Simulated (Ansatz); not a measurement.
# K2TiH6: the cost of one run

Program: Ansatz 0.2.0. Level of theory: reference: DFT r2SCAN, plane waves, PAW, scalar-relativistic, no spin polarisation. These are calculated values, not measurements.

## (1) The starting structure

Symmetry: P-3m1, No. 164, trigonal system. The conventional cell has a = 5.375 Å, b = 5.375 Å, c = 4.371 Å, α = 90.00°, β = 90.00°, γ = 120.00°. Around K (site symmetry 3m) lie 12 H at 2.64 to 2.85 Å. Ti (site symmetry -3m) is surrounded by 6 H at 1.74 Å. Around H (site symmetry m) lie 1 Ti at 1.74 Å.

As a file:

```
CELL_PARAMETERS angstrom
2.68774 4.65530 0.00000
-2.68774 4.65530 0.00000
0.00000 0.00000 4.37084
ATOMIC_POSITIONS crystal
K 0.33333 0.33333 0.69254
K 0.66667 0.66667 0.30746
Ti 0.00000 0.00000 0.00000
H 0.15549 0.15549 0.22237
H 0.68901 0.15549 0.22237
H 0.15549 0.68901 0.22237
H 0.31099 0.84451 0.77763
H 0.84451 0.84451 0.77763
H 0.84451 0.31099 0.77763
```

## (2) Reference

input.yaml

```yaml
crystal:
  lattice:
    - [2.687737, 4.655295, 0.0]
    - [-2.687737, 4.655295, 0.0]
    - [0.0, 0.0, 4.370841]
  atoms:
    - { symbol: K, position: [0.33333, 0.33334, 0.69254] }
    - { symbol: K, position: [0.66667, 0.66666, 0.30746] }
    - { symbol: Ti, position: [0.0, 0.0, 0.0] }
    - { symbol: H, position: [0.15549, 0.1555, 0.22237] }
    - { symbol: H, position: [0.68901, 0.15549, 0.22237] }
    - { symbol: H, position: [0.1555, 0.68901, 0.22237] }
    - { symbol: H, position: [0.31099, 0.8445, 0.77763] }
    - { symbol: H, position: [0.8445, 0.84451, 0.77763] }
    - { symbol: H, position: [0.84451, 0.31099, 0.77763] }
  symmetry: { tolerance: 0.0003 }
kpoints:
  mp_grid: { grid: [4, 4, 4], shift: [0, 0, 0] }
magnetization:
  spin_polarized: false
scf:
  occupations: { method: gaussian, width: 0.0357 }
hamiltonian:
  pseudopotentials: { kind: paw }
  xc: r2scan
total_charge: -1
basis:
  ecutwfc: 500
output:
  forces: true
  stress: true
  eigenvalues: true
```

Command:

```console
ansatz run input.yaml --threads 1 --pin off --max-ram 2560MiB --backend cpu --events-out ev --progress --plain --runs-dir out
```

Q: Estimate wall time and peak memory on 1 thread of Intel Xeon 6975P-C (Granite Rapids), shared host.

About 3.6 s, with a peak of 0.65 GiB.
